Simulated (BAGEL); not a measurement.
**HF/cc-pVDZ (density fitting with qzvpp-jkfit) run of AlSiH5O2 (SMILES O[SiH2][O][AlH2])**

Aim: the vertical ionisation energy of AlSiH5O2 at HF/cc-pVDZ (density fitting with qzvpp-jkfit), from 2 runs. 

The calculation is run with BAGEL 1.2.2.

2 further runs of the same task are left out: 1 that didn't finish, 1 set aside as unsound or not needed.

## (1) The molecule

AlSiH5O2: 9 atoms, total charge 0, spin state singlet. As SMILES, `O[SiH2][O][AlH2]`. The shape is that of a PBE0-D4/def2-TZVP optimisation. This is one conformer, not always the lowest.

Bond lengths: O1–Si2 1.642 Å, Si2–O3 1.619 Å, O3–Al4 1.683 Å, O1–H5 0.958 Å, Si2–H6 1.480 Å, Si2–H7 1.487 Å, Al4–H8 1.580 Å, Al4–H9 1.579 Å. Some angles: O1–Si2–O3 112.5°, Si2–O3–Al4 173.6°, O1–Si2–H6 104.7°, O1–Si2–H7 110.2°, O3–Si2–H6 110.1°, O3–Si2–H7 107.6°, Si2–O1–H5 117.9°, O3–Al4–H8 117.8°, O3–Al4–H9 118.1°, H6–Si2–H7 111.8°.

## (2) The energy at HF/cc-pVDZ (density fitting with qzvpp-jkfit)

Contents of input.json:

```json
{ "bagel" : [

{
  "title" : "molecule",
  "basis" : "cc-pvdz.json",
  "df_basis" : "qzvpp-jkfit",
  "angstrom" : "true",
  "geometry" : [
    { "atom" : "O", "xyz" : [      -0.795100,       1.829400,      -0.898200 ] },
    { "atom" : "Si", "xyz" : [       0.173000,       1.196700,       0.266900 ] },
    { "atom" : "O", "xyz" : [       0.250800,      -0.418900,       0.197700 ] },
    { "atom" : "Al", "xyz" : [       0.325700,      -2.080500,      -0.060600 ] },
    { "atom" : "H", "xyz" : [      -1.740800,       1.705800,      -0.810900 ] },
    { "atom" : "H", "xyz" : [       1.506100,       1.782800,       0.005000 ] },
    { "atom" : "H", "xyz" : [      -0.337300,       1.564900,       1.614200 ] },
    { "atom" : "H", "xyz" : [      -0.959500,      -2.795700,      -0.636800 ] },
    { "atom" : "H", "xyz" : [       1.665600,      -2.830600,       0.305400 ] }
  ]
},

{ "title" : "hf" },

{ "title" : "print", "file" : "orbitals.molden", "orbitals" : "true" }

]}
```

The basis set cc-pVDZ is read from a file made from the Basis Set Exchange's data (not shown).

On the command line:

```console
BAGEL_NUM_THREADS=1 BAGEL input.json > input.out
```

Log:

```text
* using 1 threads per process

  ===============================================================
  ===============================================================

  *** Geometry ***

  { "atom" : "O", "xyz" : [     -1.502521,      3.457065,     -1.697352 ] },
  { "atom" : "Si", "xyz" : [      0.326923,      2.261435,      0.504368 ] },
  { "atom" : "O", "xyz" : [      0.473943,     -0.791606,      0.373599 ] },
  { "atom" : "Al", "xyz" : [      0.615484,     -3.931575,     -0.114517 ] },
  { "atom" : "H", "xyz" : [     -3.289635,      3.223495,     -1.532379 ] },
  { "atom" : "H", "xyz" : [      2.846117,      3.369004,      0.009449 ] },
  { "atom" : "H", "xyz" : [     -0.637405,      2.957232,      3.050396 ] },
  { "atom" : "H", "xyz" : [     -1.813192,     -5.283107,     -1.203378 ] },
  { "atom" : "H", "xyz" : [      3.147528,     -5.349059,      0.577122 ] },

  Number of auxiliary basis functions:      500

  Since a DF basis is specified, we compute 2- and 3-index integrals:
    o Being stored without compression. Storage requirement is 0.032 GB

  Number of basis functions:       89
  Number of electrons      :       48

    * METHOD: MOLECULE                             0.27

  *** RHF ***

  === Nuclear Repulsion ===
   209.4063869906

      * DIIS with orbital gradients will be used.

  === RHF iteration (cc-pvdz.json) ===
      0       -683.27253026          0.01870901           0.08
      1       -683.46473066          0.01439349           0.07
      2       -683.61776874          0.00128988           0.07
      3       -683.61929583          0.00055048           0.07
      4       -683.61954049          0.00010996           0.07
      5       -683.61955164          0.00002273           0.07
      6       -683.61955219          0.00000681           0.07
      7       -683.61955226          0.00000180           0.07
      8       -683.61955226          0.00000053           0.07
      9       -683.61955226          0.00000023           0.07
     10       -683.61955226          0.00000006           0.07
     11       -683.61955226          0.00000003           0.07
     12       -683.61955226          0.00000001           0.07
    * SCF iteration converged.

    * Permanent dipole moment:
           (    0.432821,     0.398174,    -0.207798) a.u.

    * METHOD: HF                                   1.11

    * METHOD: PRINT                                0.02

  ===============================================================
```

Run time: 1.5 s. Hardware: 1 thread of Arm Neoverse V1, shared host; peak memory 0.13 GiB.

## (3) The doublet cation

Contents of job.json:

```json
{ "bagel" : [

{
  "title" : "molecule",
  "basis" : "cc-pvdz.json",
  "df_basis" : "qzvpp-jkfit",
  "angstrom" : true,
  "geometry" : [
    { "atom" : "O", "xyz" : [   -0.795100,    1.829400,   -0.898200 ] },
    { "atom" : "Si", "xyz" : [    0.173000,    1.196700,    0.266900 ] },
    { "atom" : "O", "xyz" : [    0.250800,   -0.418900,    0.197700 ] },
    { "atom" : "Al", "xyz" : [    0.325700,   -2.080500,   -0.060600 ] },
    { "atom" : "H", "xyz" : [   -1.740800,    1.705800,   -0.810900 ] },
    { "atom" : "H", "xyz" : [    1.506100,    1.782800,    0.005000 ] },
    { "atom" : "H", "xyz" : [   -0.337300,    1.564900,    1.614200 ] },
    { "atom" : "H", "xyz" : [   -0.959500,   -2.795700,   -0.636800 ] },
    { "atom" : "H", "xyz" : [    1.665600,   -2.830600,    0.305400 ] }
  ]
},
{
  "title" : "uhf",
  "charge" : 1,
  "nopen" : 1
},
{
  "title" : "print",
  "file" : "orbitals.molden",
  "orbitals" : true
}

]}
```

The basis set cc-pVDZ is read from a file made from the Basis Set Exchange's data (not shown).

On the command line:

```console
BAGEL_NUM_THREADS=1 BAGEL job.json > job.out
```

Log:

```text
* using 1 threads per process

  ===============================================================
  ===============================================================

  *** Geometry ***

  { "atom" : "O", "xyz" : [     -1.502521,      3.457065,     -1.697352 ] },
  { "atom" : "Si", "xyz" : [      0.326923,      2.261435,      0.504368 ] },
  { "atom" : "O", "xyz" : [      0.473943,     -0.791606,      0.373599 ] },
  { "atom" : "Al", "xyz" : [      0.615484,     -3.931575,     -0.114517 ] },
  { "atom" : "H", "xyz" : [     -3.289635,      3.223495,     -1.532379 ] },
  { "atom" : "H", "xyz" : [      2.846117,      3.369004,      0.009449 ] },
  { "atom" : "H", "xyz" : [     -0.637405,      2.957232,      3.050396 ] },
  { "atom" : "H", "xyz" : [     -1.813192,     -5.283107,     -1.203378 ] },
  { "atom" : "H", "xyz" : [      3.147528,     -5.349059,      0.577122 ] },

  Number of auxiliary basis functions:      500

  Since a DF basis is specified, we compute 2- and 3-index integrals:
    o Being stored without compression. Storage requirement is 0.032 GB

  Number of basis functions:       89
  Number of electrons      :       48

    * METHOD: MOLECULE                             0.27

  *** Open-shell HF ***

  === Nuclear Repulsion ===
   209.4063869906

      * DIIS with orbital gradients will be used.

  === UHF iteration (cc-pvdz.json) ===
      0       -682.83735628          0.03827740           0.14
      1       -682.90874584          0.03999303           0.14
      2       -683.02504846          0.02992443           0.15
      3       -683.22051366          0.00262828           0.14
      4       -683.22633035          0.00148336           0.14
      5       -683.22917333          0.00094515           0.14
      6       -683.23056484          0.00050109           0.14
      7       -683.23096074          0.00034980           0.15
      8       -683.23125017          0.00028978           0.15
      9       -683.23150129          0.00021327           0.15
     10       -683.23170143          0.00013297           0.15
     11       -683.23175342          0.00007522           0.15
     12       -683.23176617          0.00006041           0.15
     13       -683.23177477          0.00003129           0.15
     14       -683.23177823          0.00001539           0.15
     15       -683.23177902          0.00000652           0.15
     16       -683.23177915          0.00000282           0.15
     17       -683.23177919          0.00000169           0.14
     18       -683.23177920          0.00000125           0.14
     19       -683.23177921          0.00000105           0.15
     20       -683.23177921          0.00000086           0.15
     21       -683.23177921          0.00000055           0.15
     22       -683.23177921          0.00000028           0.15
     23       -683.23177921          0.00000017           0.14
     24       -683.23177921          0.00000009           0.14
     25       -683.23177921          0.00000005           0.14
     26       -683.23177921          0.00000004           0.15
     27       -683.23177921          0.00000003           0.15
     28       -683.23177921          0.00000002           0.15
     29       -683.23177921          0.00000001           0.15
     30       -683.23177921          0.00000001           0.15
     31       -683.23177921          0.00000001           0.14
    * SCF iteration converged.

    * S^2 (UHF) is 0.8368

    * Permanent dipole moment:
           (   -0.069668,     4.482999,    -0.122519) a.u.

    * METHOD: UHF                                  4.85

    * METHOD: PRINT                                0.02

  ===============================================================
```

Run time: 5.4 s. Hardware: 1 thread of Arm Neoverse V1, shared host; peak memory 0.13 GiB.

## (4) Summary of results

At HF/cc-pVDZ (density fitting with qzvpp-jkfit):

| quantity | value |
| --- | --- |
| singlet AlSiH5O2: total energy | -683.61955 Eh |
| singlet AlSiH5O2: dipole moment | 1.59 D |
| singlet AlSiH5O2: HOMO energy | -11.54 eV |
| singlet AlSiH5O2: LUMO energy | 1.53 eV |
| singlet AlSiH5O2: HOMO–LUMO gap | 13.06 eV |
| doublet cation: total energy | -683.23178 Eh |
| doublet cation: ⟨S²⟩ | 0.837 |
| vertical ionisation energy (to the doublet cation) | 10.552 eV |

What this shows: Removing an electron at fixed nuclei costs 10.55 eV (1018 kJ/mol). The negative HOMO energy of the first species, 11.54 eV, lies 0.99 eV above that difference.
